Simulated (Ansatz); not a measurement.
Crystal: Li2RuN2.

```
Ru N Li
1.0
     3.16423    0.00000    0.00000
    -1.58212    2.74031    0.00000
     0.00000    0.00000    5.21145
Ru N Li
1 2 2
Direct
  0.00000 0.00000 0.00000
  0.33333 0.66667 0.21301
  0.66667 0.33333 0.78699
  0.33333 0.66667 0.63982
  0.66667 0.33333 0.36018
```

The cell comes from a database or a generator and needn't be the stable form of this composition.

Base run:

| Property | Result |
| --- | --- |
| Program | Ansatz 0.2.0 |
| Functional | PBE |
| Potentials or basis | Ansatz PAW |
| Cutoff | 420 eV |
| Density cutoff | 1680 eV |
| k mesh | 10 × 10 × 5 |
| Occupations | fermi-dirac, width 0.05 eV |
| Spin | no spin polarisation |
| Hubbard terms | Ru d U = 5 eV |

Its results: band gap on the k mesh none (metal or under the smearing width); pressure -1.7 GPa; largest force 0.229 eV/Å.

Q: The run is repeated on the same cell with these changes: hubbard terms from Ru d U = 5 eV to none; hubbard projectors from ortho-atomic (the default) to none. What comes out?

A: Band gap on the k mesh none (metal or under the smearing width); pressure -2.7 GPa; largest force 0.155 eV/Å.

Caveats: the density of states is complete only up to the lowest level of the last band computed; U without spin polarisation on a metal has little footing (some runs).

Not every run made on this cell is shown here.
